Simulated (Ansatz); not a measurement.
# MoSe: magnetic states

The task here is to estimate one member of a computed series from the others.

Program: Ansatz 0.2.0. Level of theory: DFT PBEsol, scalar-relativistic, plane waves, PAW. These are calculated values, not measurements.

1 further run of the same task is left out (it didn't finish). Runs told in other sessions of the task aren't counted.

**The structure to begin with**

The structure is cubic, space group Fm-3m (No. 225). Conventional cell: a = 5.098 Å, b = 5.098 Å, c = 5.098 Å, α = 90.00°, β = 90.00°, γ = 90.00°. Mo (site symmetry m-3m) is surrounded by 6 Se at 2.55 Å. Se (site symmetry m-3m) has 6 Mo at 2.55 Å in its first shell of neighbours.

Coordinates:

```cif
data_structure
_symmetry_space_group_name_H-M 'P 1'
_symmetry_Int_Tables_number 1
_cell_length_a 3.6049
_cell_length_b 3.6049
_cell_length_c 3.6049
_cell_angle_alpha 60.000
_cell_angle_beta 60.000
_cell_angle_gamma 60.000
_cell_volume 33.13
loop_
_atom_site_label
_atom_site_type_symbol
_atom_site_fract_x
_atom_site_fract_y
_atom_site_fract_z
_atom_site_occupancy
Mo1 Mo 0.00000 0.00000 0.00000 1
Se1 Se 0.50000 0.50000 0.50000 1
```

This is a hypothetical structure, made by putting the elements on a prototype's sites.

The first run:

(A quick probe on a coarse mesh, which set the mesh and smearing, is not shown.)

input.yaml reads:

```yaml
crystal:
  lattice:
    - [0.0, 2.549035364, 2.549035364]
    - [2.549035364, 0.0, 2.549035364]
    - [2.549035364, 2.549035364, 0.0]
  atoms:
    - { symbol: Mo, position: [0.0, 0.0, 0.0] }
    - { symbol: Se, position: [0.5, 0.5, 0.5] }
basis:
  ecutwfc: 420
kpoints:
  mp_grid: { grid: [14, 14, 14] }
hamiltonian:
  xc: pbesol
scf:
  occupations: { method: gaussian, width: 0.1 }
output:
  forces: true
  stress: true
  eigenvalues: true
relax:
  adjacent_minimum: "off"
  f_tol: 0.01
  max_steps: 80
  cell: { stress_tol: 0.05 }
```

Command:

```console
$ ansatz run input.yaml --threads 1 --pin off --max-ram 2560MiB --backend cpu --events-out ev --progress --plain --runs-dir out
```

Steps of the session up to this table: The relaxation; Magnetic start: large parallel starting moments; Magnetic start: antiferromagnetic, doubled cell, propagation vector (0, 0, 1/2); Start: antiferromagnetic, doubled cell, propagation vector (0, 1/2, 1/2).

One table of the session follows, with a row left open; its other results are not shown here.

It belongs to the step «Which state is lowest». 

```
                                                            start  energy above the lowest (meV/atom)  pressure (GPa)
antiferromagnetic, doubled cell, propagation vector (0, 1/2, 1/2)                                0.00             2.4
  antiferromagnetic, doubled cell, propagation vector (0, 0, 1/2)                                   ?               ?
                                                          no spin                                4.08             0.0
                                  large parallel starting moments                                4.08             0.0
```

**Question.** Estimate the row for antiferromagnetic, doubled cell, propagation vector (0, 0, 1/2).

The run gave: energy above the lowest (meV/atom): 3.98; pressure (GPa): 0.1. In the column «energy above the lowest (meV/atom)» it lies between antiferromagnetic, doubled cell, propagation vector (0, 1/2, 1/2) (0.00) and no spin (4.08).

Limits of these values: Only these starts were tried, so a lower state is not ruled out. Warnings in the runs' records: seeded moment not kept.
